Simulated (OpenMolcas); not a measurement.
# Rh³⁺ among point charges: CASSCF and CASPT2 levels and susceptibility

Aim: the splitting of the states of Rh³⁺ in the field of 3 point charges, its lowest levels with spin-orbit coupling and its magnetic susceptibility.

Program: OpenMolcas 26.06. Level of theory: state-averaged CASSCF and CASPT2, spin-orbit coupling by RASSI with atomic mean-field integrals. These are calculated values, not measurements, unless marked.

### Step 1. The atom as given

```
Species                           : Rh³⁺ (rhodium, Z = 45, 42 electrons)
Basis                             : ANO-RCC-VTZP [7s6p4d2f1g], 68 functions
Scalar Hamiltonian                : DKH2, point nucleus
Inactive shells                   : 1s 2s 2p 3s 3p 3d 4s 4p
Active space                      : 6 electrons in 5 orbitals (4d)
Some configurations of this space : 4d⁶
Orbitals                          : optimised for each spin and parity, averaged over all roots
```

Outer shells as boxes (Hund's rule):

4d6
```
4d [↑↓][↑ ][↑ ][↑ ][↑ ]
```

The ion sits among 3 point charges of -1.6 e arranged as a planar triangle (D3h), 2.01 Å from the ion.

Each step is its own input file, run in one work folder so that later steps find the files of earlier ones. Labels, J, g values, rates, χT and fits are worked out afterwards by a script from the matrices that RASSI stores.

### Step 2. GATEWAY and SEWARD: basis and integrals

Contents of a.inp:

```
&GATEWAY
Coord
1

Rh 0.0 0.0 0.0
Basis=ANO-RCC-VTZP
Group=NoSym
NoMove
AngMom=0.0 0.0 0.0
AMFI
XField
3 Angstrom 0
2.010000 0.000000 0.000000 -1.600000
-1.005000 1.740711 0.000000 -1.600000
-1.005000 -1.740711 0.000000 -1.600000
&SEWARD
```

The run is started by

```bash
$ OMP_NUM_THREADS=1 MOLCAS_MEM=1689 MOLCAS_PROJECT=a pymolcas a.inp > a.log
```

### Step 3. Reference wave functions, quintets, 5 roots

Contents of a.inp:

```
&RASSCF
FileOrb=start.orb
Symmetry=1
Spin=5
nActEl=6 0 0
Inactive=18
Ras2=5
CIRoot=5 5 1
SDav=5
CIMx=300
Iter=120 100
PrWF=0.3
OrbListing=Nothing
MaxOrb=0
>>> COPY $Project.JobIph JOB001
```

start.orb holds the contracted functions of the basis, ordered by shell, or the orbitals of the step before.

### Step 4. CASSCF: triplets, 45 roots

Contents of a.inp:

```
&RASSCF
FileOrb=start.orb
Symmetry=1
Spin=3
nActEl=6 0 0
Inactive=18
Ras2=5
CIRoot=45 45 1
SDav=45
CIMx=300
Iter=120 100
PrWF=0.3
OrbListing=Nothing
MaxOrb=0
>>> COPY $Project.JobIph JOB002
```

### Step 5. Reference wave functions, singlets, 50 roots

Contents of a.inp:

```
&RASSCF
FileOrb=start.orb
Symmetry=1
Spin=1
nActEl=6 0 0
Inactive=18
Ras2=5
CIRoot=50 50 1
SDav=50
CIMx=300
Iter=120 100
PrWF=0.3
OrbListing=Nothing
MaxOrb=0
>>> COPY $Project.JobIph JOB003
```

### Step 6. RASSI: spin-orbit coupling between the states

Contents of a.inp:

```
&RASSI
NrOfJobIphs=3 5 45 50
1 2 3 4 5
1 2 3 4 5 6 7 8 9 10 11 12 13 14 15 16 17 18 19 20 21 22 23 24 25 26 27
28 29 30 31 32 33 34 35 36 37 38 39 40 41 42 43 44 45
1 2 3 4 5 6 7 8 9 10 11 12 13 14 15 16 17 18 19 20 21 22 23 24 25 26 27
28 29 30 31 32 33 34 35 36 37 38 39 40 41 42 43 44 45 46 47 48 49 50
IphNames
JOB001
JOB002
JOB003
EJob
SpinOrbit
DIPRint=1.0
SOCoupling=1000.0
Subsets=2
Property=9
'ANGMOM' 1 'ANGMOM' 2 'ANGMOM' 3 'MLTPL  1' 1 'MLTPL  1' 2 'MLTPL  1' 3
'AMFI' 1 'AMFI' 2 'AMFI' 3
SOProperty=3
'ANGMOM' 1 'ANGMOM' 2 'ANGMOM' 3
```

### Step 7. CASPT2: IPEA 0.25, imaginary shift 0.1 (closed shells correlated: 4s 4p)

Contents of a.inp:

```
>>> COPY JOB001 $Project.JobIph
&CASPT2
Multistate=5 1 2 3 4 5
NoMult
Frozen=14
IPEA=0.25
Imaginary=0.1
MaxIter=60
WThr=0.0 0.3 0.05
PrWF=0.5
NoMix
>>> COPY JOB002 $Project.JobIph
&CASPT2
Multistate=45 1 2 3 4 5 6 7 8 9 10 11 12 13 14 15 16 17 18 19 20 21 22
23 24 25 26 27 28 29 30 31 32 33 34 35 36 37 38 39 40 41 42 43 44 45
NoMult
Frozen=14
IPEA=0.25
Imaginary=0.1
MaxIter=60
WThr=0.0 0.3 0.05
PrWF=0.5
NoMix
>>> COPY JOB003 $Project.JobIph
&CASPT2
Multistate=50 1 2 3 4 5 6 7 8 9 10 11 12 13 14 15 16 17 18 19 20 21 22
23 24 25 26 27 28 29 30 31 32 33 34 35 36 37 38 39 40 41 42 43 44 45 46
47 48 49 50
NoMult
Frozen=14
IPEA=0.25
Imaginary=0.1
MaxIter=60
WThr=0.0 0.3 0.05
PrWF=0.5
NoMix
```

(Steps that only read results are left out.)

Before running it: what results should come out? Wanted: spin-free ground state; first state of the same spin within the active space; lowest level; next level.

**Answer**, as computed:

| quantity | value |
| --- | --- |
| method | SS-CASPT2, IPEA 0.25, imaginary shift 0.1 (closed shells correlated: 4s 4p) |
| spin-free ground state | 5A1, 1-fold in its orbital part |
| first state of the same spin within the active space | 5E at 2080 cm⁻¹ |
| lowest level | 1-fold A1 |
| next level | 97.9 cm⁻¹ |
| χT at 300 K | 4.54 cm³ K/mol |
| effective moment at 300 K | 6.03 μB |

Cost by method:

| method | time of its own steps | time with the reference |
| --- | --- | --- |
| A. CASSCF | 55 s | 55 s |
| B. SS-CASPT2, IPEA 0.25, imaginary shift 0.1, +4s 4p | 52 s | 1.8 min |

Times are of one thread on a shared host.

In words: The spin-free ground state (5A1) comes to 100 % from free-ion D terms and keeps the highest spin of the shell. χT at 300 K is 4.54, against 3.01 cm³ K/mol for the spin alone, so orbital moment adds to it. An active space of the d shell alone favours high spin; real ions in strong fields can be low spin. CASPT2 does not keep the components of a term degenerate, and the means are used. The field of point charges can differ much from that of real complexes. With metal d orbitals alone active, the gaps between spin states are rough; where two lie within a few thousand cm-1, their order is open. Point charges carry no covalency, so the field is a model and not that of real ligands.
